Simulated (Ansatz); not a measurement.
# BH4NSSi: how energies converge with the basis set

Aim: see how fast density functionals converge with the basis set for BH4NSSi.

The runs use Ansatz 0.2.0, Gaussian basis; one geometry, several basis sets.

The runs, in order: PBE0-D4/def2-SVP; ωB97M-V/def2-SVP; PBE0-D4/def2-QZVPP; ωB97M-V/def2-QZVPP; the functionals' def2-TZVPP values are taken from earlier runs.

1 further run of the same task is left out (it didn't finish).

**1. Structure used throughout**

The geometry comes from an earlier relaxation with PBE0-D4 in a triple-zeta def2 set; it is a stationary point, not always the lowest conformer.

SMILES `S[SiH]1BN1`, 8 atoms, charge 0, spin multiplicity 1.

Atoms are counted from 1 here; the program's logs count them from 0.

Bond lengths: S1–Si2 2.130 Å, S1–H5 1.344 Å, Si2–B3 1.919 Å, Si2–N4 1.749 Å, Si2–H6 1.482 Å, B3–N4 1.383 Å, B3–H7 1.188 Å, N4–H8 1.010 Å. Angles: Si2–S1–H5 95.1°, S1–Si2–B3 124.2°, S1–Si2–N4 118.5°, S1–Si2–H6 108.2°, B3–Si2–N4 44.0°, B3–Si2–H6 127.6°, N4–Si2–H6 114.3°, Si2–B3–N4 61.5°, Si2–B3–H7 162.4°, N4–B3–H7 136.1°, Si2–N4–B3 74.5°, Si2–N4–H8 148.9°, B3–N4–H8 136.5°.

Coordinates:

```
atom     x (Å)     y (Å)     z (Å)
  S1  -2.19870  -0.55474  -0.36035
 Si2  -0.32660  -0.03909   0.51537
  B3   1.35054  -0.82549   0.01417
  N4   0.99959   0.39208  -0.54106
  H5  -2.81681   0.58197   0.00191
  H6  -0.57877   0.93216   1.60584
  H7   2.26475  -1.57759  -0.08015
  H8   1.39821   1.03359  -1.21153
```

**2. PBE0-D4 in def2-SVP**

The input, in.yaml:

```yaml
crystal:
  periodic: [false, false, false]
  atoms:
    - {symbol: S, position_ang: [-2.198701, -0.554737, -0.360355]}
    - {symbol: Si, position_ang: [-0.326604, -0.039088, 0.515371]}
    - {symbol: B, position_ang: [1.350543, -0.825486, 0.014172]}
    - {symbol: N, position_ang: [0.999586, 0.392081, -0.541059]}
    - {symbol: H, position_ang: [-2.816811, 0.581971, 0.001910]}
    - {symbol: H, position_ang: [-0.578772, 0.932158, 1.605840]}
    - {symbol: H, position_ang: [2.264751, -1.577591, -0.080150]}
    - {symbol: H, position_ang: [1.398209, 1.033592, -1.211530]}
basis:
  gaussian: {orbitals: def2-SVP}
hamiltonian: {xc: pbe0, dispersion: d4}
output: {orbitals: {seedname: orbitals}}
```

After this run come: ωB97M-V in def2-SVP; PBE0-D4 in def2-QZVPP; ωB97M-V in def2-QZVPP.

Before running them: what should the planned runs give, taken together? Wanted: PBE0-D4: double and triple zeta above quadruple; ωB97M-V: double and triple zeta above quadruple.

**Answer**, as computed:

```
                                       quantity          value
PBE0-D4: double and triple zeta above quadruple  9.83, 0.73 eV
ωB97M-V: double and triple zeta above quadruple  9.86, 0.69 eV
```

**Reading.** For PBE0-D4 the step from double to triple zeta gains 9.10 eV and the next only 0.73 eV. Total energies overstate the basis error of differences, where much of it tends to cancel. The LUMO of ωB97M-V is positive and keeps falling with the basis (1.82 to 1.06 eV): an unbound level that the basis holds in place.
